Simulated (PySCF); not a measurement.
**Al: changing the method**

What do other methods print for Al?

Computed with PySCF 2.14.0. Level: method and basis as typed in the scripts.

1 further run of the same task is left out (it didn't finish).

## 1. The atom

Al: 1 atom, charge 0, spin multiplicity 2.

## 2. The base run

Contents of input.py:

```python
from pyscf import gto, scf, cc

mol = gto.M(
    atom='Al 0 0 0',
    basis='pcseg-1',
    charge=0,
    spin=1,
    verbose=4,
)
mf = scf.ROHF(mol)
mf = mf.density_fit(auxbasis='def2-universal-jkfit')
mf.kernel()
mycc = cc.CCSD(mf)
mycc.kernel()
mf.dip_moment()
print('orbital energies (hartree):', mf.mo_energy[..., max(0, mol.nelec[1]-3):mol.nelec[0]+3].round(4))
```

On the command line:

```sh
$ OMP_NUM_THREADS=1 python input.py
```

The log of this run is left out.

It gives: E(SCF) = -241.845030 Eh, 7 cycles, E(CCSD) − E(SCF) = -0.04770 Eh.

## 3. RHF

Run 1 changes SCF type: ROHF → RHF.

Contents of input.py:

```python
from pyscf import gto, scf, cc

mol = gto.M(
    atom='Al 0 0 0',
    basis='pcseg-1',
    charge=0,
    spin=1,
    verbose=4,
)
mf = scf.RHF(mol)
mf = mf.density_fit(auxbasis='def2-universal-jkfit')
mf.kernel()
mycc = cc.CCSD(mf)
mycc.kernel()
mf.dip_moment()
print('orbital energies (hartree):', mf.mo_energy[..., max(0, mol.nelec[1]-3):mol.nelec[0]+3].round(4))
```

On the command line:

```sh
$ OMP_NUM_THREADS=1 python input.py
```

## 4. CISD

Run 2 changes step after the SCF: ccsd → cisd; frozen orbitals: none → 5.

input.py, as its differences from that of step 2:

```diff
@@ -1,2 +1,2 @@
-from pyscf import gto, scf, cc
+from pyscf import gto, scf, ci
 
@@ -12,4 +12,3 @@
 mf.kernel()
-mycc = cc.CCSD(mf)
-mycc.kernel()
+ci.CISD(mf, frozen=5).kernel()
 mf.dip_moment()
```

## 5. NEVPT2

Run 3 changes step after the SCF: ccsd → nevpt2; active space: none → 3 electrons in 4 orbitals.

input.py, as its differences from that of step 2:

```diff
@@ -1,2 +1,2 @@
-from pyscf import gto, scf, cc
+from pyscf import gto, scf, mcscf, mrpt
 
@@ -12,4 +12,6 @@
 mf.kernel()
-mycc = cc.CCSD(mf)
-mycc.kernel()
+mc = mcscf.CASSCF(mf, 4, 3)
+mc.kernel()
+mc.analyze()
+mrpt.NEVPT(mc).kernel()
 mf.dip_moment()
```

## 6. B3lyp5 (ROKS)

Run 4 changes functional: none (Hartree–Fock) → b3lyp5; SCF type: ROHF → ROKS; step after the SCF: ccsd → analyze.

Contents of input.py:

```python
from pyscf import gto, dft

mol = gto.M(
    atom='Al 0 0 0',
    basis='pcseg-1',
    charge=0,
    spin=1,
    verbose=4,
)
mf = dft.ROKS(mol, xc='b3lyp5')
mf = mf.density_fit(auxbasis='def2-universal-jkfit')
mf.kernel()
mf.analyze()
print('orbital energies (hartree):', mf.mo_energy[..., max(0, mol.nelec[1]-3):mol.nelec[0]+3].round(4))
```

What does the calculation give? Wanted: for each run, E(SCF); from base; after the SCF.

The runs gave:

```csv
run,E(SCF) (hartree),from base (eV),cycles,after the SCF
base,-241.845030,0,7,CCSD correlation -1.298 eV
RHF,-241.845030,0.0000,7,CCSD correlation -1.298 eV
CISD,-241.845030,0.0000,7,"CISD correlation -1.135 eV, core frozen"
NEVPT2,-241.845030,0.0000,7,"NEVPT2 correlation -1.171 eV (from the SCF energy, the CASSCF gain included)"
b3lyp5 (ROKS),-242.324043,not comparable,6,n/a
```

What this shows: With RHF the SCF ends at the base energy. Total energies of different functionals can't be compared with each other; differences within one functional can.
